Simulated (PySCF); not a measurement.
# B3LYP/STO-3G run of [GeH3]− (SMILES [GeH3-])

What is the energy change on altering one bond length of [GeH3]− at B3LYP/STO-3G? The job is set up through a Python script.

The calculation is run with PySCF 2.14.0.

7 further runs of the same task are left out: 7 set aside as unsound or not needed.

**1. The system as given**

[GeH3]− has 4 atoms, charge -1, and is taken as a singlet. SMILES: `[GeH3-]`. Geometry: a GFN2-xTB relaxation, a rough one for these elements and not checked as a minimum.

Bond lengths: Ge1–H2 1.750 Å, Ge1–H3 1.752 Å, Ge1–H4 1.758 Å. Angles: H2–Ge1–H3 89.2°, H2–Ge1–H4 89.5°, H3–Ge1–H4 89.4°.

**2. A single-point energy at B3LYP/STO-3G**

Contents of geometry.xyz:

```xyz
4

Ge     0.468920    -0.274960    -0.542070
H      0.935040     0.154290     1.089240
H     -0.940860    -1.090590     0.102250
H     -0.463100     1.211260    -0.649430
```

Contents of calc.py:

```python
from pyscf import gto, dft

system = gto.M(
    atom='geometry.xyz',
    charge=-1,
    basis='sto-3g',
    max_memory=1860,
    verbose=3,
)

calc0 = dft.RKS(system, xc='b3lyp')
calc0.conv_tol = 1e-10
calc0.grids.level = 5
calc0.kernel()
if not calc0.converged:
    calc0 = calc0.newton().run(calc0.mo_coeff, calc0.mo_occ)

e_tot = calc0.e_tot
print(f'total energy: {e_tot:.8f} hartree')
```

Launch:

```
$ OMP_NUM_THREADS=1 python calc.py
```

Standard output:

```text
converged SCF energy = -2054.62082109995
total energy: -2054.62082110 hartree
```

Wall time 2 s (1 thread of Arm Neoverse V2, shared host); peak memory 0.19 GiB.

**3. The distorted shape at the same level**

Contents of run.py:

```python
from pyscf import gto, dft

mol = gto.M(
    atom=[
    ('Ge', (0.934904, -1.018029, -0.488393)),
    ('H', (1.401024, -0.588779, 1.142917)),
    ('H', (-0.474876, -1.833659, 0.155927)),
    ('H', (-0.463100, 1.211260, -0.649430)),
],
    verbose=3,
    basis='sto-3g',
    max_memory=1860,
    charge=-1,
)

calc0 = dft.RKS(mol, xc='b3lyp')
calc0.conv_tol = 1e-10
calc0.grids.level = 5
calc0.kernel()
if not calc0.converged:
    calc0 = calc0.newton().run(calc0.mo_coeff, calc0.mo_occ)

e_final = calc0.e_tot
print('E(%s) = %.9f' % ('B3LYP', e_final))
```

Launch:

```
$ OMP_NUM_THREADS=1 python run.py
```

Standard output:

```text
converged SCF energy = -2054.50474543606
E(B3LYP) = -2054.504745436
```

Wall time 2.8 s (1 thread of Arm Neoverse V2, shared host); peak memory 0.19 GiB.

**4. Results**

At B3LYP/STO-3G:

| quantity | value |
| --- | --- |
| first shape: total energy | -2054.62082 Eh |
| first shape: HOMO energy | 6.36 eV |
| first shape: LUMO energy | 13.88 eV |
| first shape: HOMO–LUMO gap (to an unbound level, set by the basis) | 7.52 eV |
| distorted shape: total energy | -2054.50475 Eh |
| distorted shape: HOMO energy | 5.70 eV |
| distorted shape: LUMO energy | 9.06 eV |
| distorted shape: HOMO–LUMO gap (to an unbound level, set by the basis) | 3.36 eV |
| energy change with the Ge1–H4 bond stretched from 1.758 to 2.636 Å | 3.159 eV |

With the Ge1–H4 bond stretched from 1.758 to 2.636 Å the energy rises by 3.16 eV (73 kcal/mol). The first shape isn't relaxed at this level, so the change isn't measured from a minimum. The minimal basis adds a large error of its own. The HOMO (first shape) lies at positive energy, 6.36 eV; only total energies tell whether the electron is bound. Mulliken charges (distorted shape) run from -0.39 on H4 to -0.11 on Ge1; they depend strongly on the basis. The HOMO (distorted shape) lies at positive energy, 5.70 eV; only total energies tell whether the electron is bound.
